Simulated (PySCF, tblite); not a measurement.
**C₄H₆F₃SSi radical: geometry, infrared bands and EPR parameters**

Aim: predict the infrared bands and EPR parameters of C₄H₆F₃SSi radical (`FC(F)(F)S[C@@H]1[CH]C[SiH2]1`).

Computed with tblite 0.8.0 and PySCF 2.14.0, with density-fitted response routines of our own, on a single molecule in the gas phase. Atoms are numbered from 0 throughout.

## 1. Starting geometry

15 atoms, charge 0, multiplicity 2; geometry from: force field or distance geometry start.

Bonds of the start (Å): F0–C1 1.39, C1–F2 1.38, C1–F3 1.37, C1–S4 1.81, S4–C5 1.82, C5–C6 1.52, C6–C7 1.51, C7–Si8 1.84, Si8–C5 1.86, C5–H9 1.11, C6–H10 1.10, C7–H11 1.11, C7–H12 1.09, Si8–H13 1.45, Si8–H14 1.46.

## 2. Relaxing the molecule with GFN2-xTB

Job settings and geometry (Å):

```
{"job": {"kind": "relax", "xc": "GFN2-xTB", "basis": "xTB"}, "charge": 0, "multiplicity": 2}
F      3.330400     1.383700     0.573100
C      2.519100     0.358500     0.090200
F      3.170200    -0.273100    -0.955700
F      2.365500    -0.538900     1.117400
S      0.898500     0.987300    -0.416100
C     -0.428400     0.457400     0.711600
C     -0.646900    -1.047100     0.667100
C     -1.204200    -0.815800    -0.721000
Si    -2.141900     0.593300     0.010400
H     -0.321800     0.831500     1.754200
H      0.263400    -1.661800     0.675100
H     -1.797900    -1.660200    -1.127200
H     -0.403300    -0.502500    -1.384600
H     -2.371500     1.671300    -0.935900
H     -3.235600     0.224300     0.897000
```

Launch:

```sh
OMP_NUM_THREADS=1 python probes_run.py task.json out
```

The driver reads the jobs from task.json and runs them one after another.

**Question.** This job is followed by: GFN2-xTB harmonic vibrations, gas phase; UKS B3LYP, pcH-1 on C F H S Si, non-relativistic, mean-field spin-orbit, GIAO. What will the session give for the following? strongest single infrared mode (GFN2-xTB); zero-point energy (GFN2-xTB); g(iso) (B3LYP); ⟨S²⟩; largest a(iso) (averaged by class); potential on the surface of density 0.002 e/bohr³, 1st and 99th percentile.

**Answer**, as computed:

| quantity | value |
| --- | --- |
| strongest single infrared mode (GFN2-xTB) | 2308 cm⁻¹, 299 km/mol |
| zero-point energy (GFN2-xTB) | 54.5 kcal/mol |
| g(iso) (B3LYP) | 2.00352 |
| ⟨S²⟩ | 0.757 (exact 0.75) |
| largest a(iso) (averaged by class) | 1H on H12, 138.3 MHz |
| potential on the surface of density 0.002 e/bohr³, 1st and 99th percentile | -0.65 V and 1.61 V |

In words: The optimisation took 103 steps and gained 1.955 eV; among the close pairs (by a distance rule), S4–C5 changed most, from 1.820 to 1.964 Å. No mode is imaginary among the 39: a minimum at this level. The strongest single mode, at 2308 cm⁻¹, moves mainly H14. GFN2-xTB is a fitted tight-binding method: band positions and strengths are rough. Its intensities can rank the bands wrongly. Most of the unpaired spin sits on C6 (0.86 e). The isotropic g lies 1.2 ppt above the free-electron value. These values are for one conformer; the search (at its own cheap level) found 2 more, at 0.50, 0.50 kcal/mol, and measured spectra average over such forms.
